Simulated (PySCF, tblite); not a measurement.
**C₄H₁₀O₂SeSi: geometry, infrared bands and NMR shifts**

Aim: predict the infrared bands and NMR shifts of C₄H₁₀O₂SeSi (`CO[C@H](C=O)[Se][SiH2]C`).

Programs: tblite 0.8.0 and PySCF 2.14.0, with density-fitted response routines of our own. Each step states its level of theory. These are calculated values for one molecule in the gas phase, unless marked as measured. Atoms count from 0, in the outputs and in this text.

### 1 The molecule as given

18 atoms, charge 0, multiplicity 1; geometry from: force field or distance geometry start.

Bonds of the start (Å): C0–O1 1.40, O1–C2 1.41, C2–C3 1.51, C3–O4 1.21, C2–Se5 1.94, Se5–Si6 2.29, Si6–C7 1.87, C0–H8 1.11, C0–H9 1.11, C0–H10 1.12, C2–H11 1.11, C3–H12 1.10, Si6–H13 1.48, Si6–H14 1.48, C7–H15 1.11, C7–H16 1.10, C7–H17 1.11.

### 2 Relaxing the molecule with GFN2-xTB

Job settings and geometry (Å):

```
{"job": {"kind": "relax", "xc": "GFN2-xTB", "basis": "xTB"}, "charge": 0, "multiplicity": 1}
C     -1.885200     0.466400     0.851800
O     -1.250000    -0.736900     0.520600
C     -0.793600    -0.723700    -0.811100
C     -1.852700    -1.309900    -1.713800
O     -1.695000    -1.338800    -2.908100
Se     0.814900    -1.797700    -0.953200
Si     2.041000    -0.360800     0.346900
C      2.334800     1.247100    -0.552100
H     -2.305700     0.382700     1.878300
H     -1.176000     1.314500     0.853800
H     -2.741800     0.674200     0.156800
H     -0.559900     0.300600    -1.180800
H     -2.769600    -1.722700    -1.270700
H      3.344100    -0.982800     0.648900
H      1.326300    -0.089500     1.612000
H      1.359100     1.761800    -0.705400
H      2.996100     1.894300     0.051500
H      2.804300     1.027500    -1.535700
```

Run with:

```bash
OMP_NUM_THREADS=1 python probes_run.py task.json out
```

One launch serves the whole session: the jobs run in the order shown.

**Question.** This job is followed by: GFN2-xTB harmonic vibrations, gas phase; GIAO PBE0/pcSseg-1 NMR shielding, non-relativistic, gas phase. Predict these results of the whole session: strongest single infrared mode (GFN2-xTB); zero-point energy (GFN2-xTB); 13C shifts against TMS (PBE0/pcSseg-1); 1H shifts against TMS (PBE0/pcSseg-1, means over atoms taken as alike); 17O shifts against H2O (PBE0/pcSseg-1); 77Se shifts against Me2Se (PBE0/pcSseg-1); 29Si shifts against TMS (PBE0/pcSseg-1); surface potential, 1st and 99th percentile.

The runs gave:

```
                                                              quantity                                   value
                             strongest single infrared mode (GFN2-xTB)                   1772 cm⁻¹, 386 km/mol
                                          zero-point energy (GFN2-xTB)                           81.3 kcal/mol
                                13C shifts against TMS (PBE0/pcSseg-1)             200.2, 84.5, 61.7, -0.6 ppm
1H shifts against TMS (PBE0/pcSseg-1, means over atoms taken as alike)  9.71, 4.98, 4.69, 4.69, 3.60, 0.52 ppm
                                17O shifts against H2O (PBE0/pcSseg-1)                         673.7, 50.5 ppm
                             77Se shifts against Me2Se (PBE0/pcSseg-1)                                  36 ppm
                               29Si shifts against TMS (PBE0/pcSseg-1)                               -31.8 ppm
                                 surface potential, 1st and 99th percentile                      -1.52 V and 1.22 V
```

Over 184 steps the energy fell by 0.341 eV; of the close pairs, C2–Se5 changed most, 1.939 to 1.985 Å. All 48 modes are real, so the xTB geometry is a minimum. The strongest single mode, at 1772 cm⁻¹, moves mainly C3 and O4. GFN2-xTB is a fitted tight-binding method: band positions and strengths are rough. Its intensities can rank the bands wrongly. The most deshielded carbon is C3 (aldehyde carbonyl carbon), at 200.2 ppm: the double bond to the heteroatom, with no lone-pair donor beside it, deshields it most. The most deshielded hydrogen is H12 (hydrogen on an aldehyde carbonyl carbon), at 9.71 ppm: the formyl region, downfield of aromatic protons. By nearest atom (PBE0/pcSseg-1), the HOMO sits on Se5 77 % and the LUMO on C3 32 %; O4 26 %. Spin-orbit coupling is left out, which matters for shieldings and couplings at and beside the heavy atoms.
